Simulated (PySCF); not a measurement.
# CrH4 (CrH4): the cost of one run

The runs use PySCF 2.14.0, with density-fitted response routines of our own; the level of theory stands in each step. All values are computed, except where a source is named. Atoms count from 0, in the outputs and in this text.

## (1) The molecule as given

5 atoms, charge 0, multiplicity 3; geometry from: GFN2-xTB. The atoms were then displaced at random by about 0.03 Å, so the start is not that level's minimum.

Bonds of the start (Å): Cr0–H1 1.54, Cr0–H2 1.46, Cr0–H3 1.61, Cr0–H4 1.56.

## (2) Relaxing the molecule at PBE0-D3(BJ)/def2-SVP

Job settings and geometry (Å):

```
{"job": {"xc": "PBE0", "basis": "def2-SVP", "d3": "d3bj", "grid": 1, "maxiter": 40, "shake": 0.03, "kind": "geom"}, "charge": 0, "multiplicity": 3}
Cr     0.058930    -0.074740     0.012920
H     -0.007320    -0.033070     1.546290
H      1.397630     0.002780    -0.554000
H     -0.637240     1.280840    -0.510790
H     -0.737160    -1.286300    -0.556530
```

Command:

```
$ OMP_NUM_THREADS=1 python probes_run.py task.json out
```

The driver reads the jobs from task.json and runs them one after another.

**Question.** How long does this first job take on 1 thread of Intel Xeon 6975P-C, shared host, and how much memory does it need?

About 16 s, with a peak of 0.24 GiB.
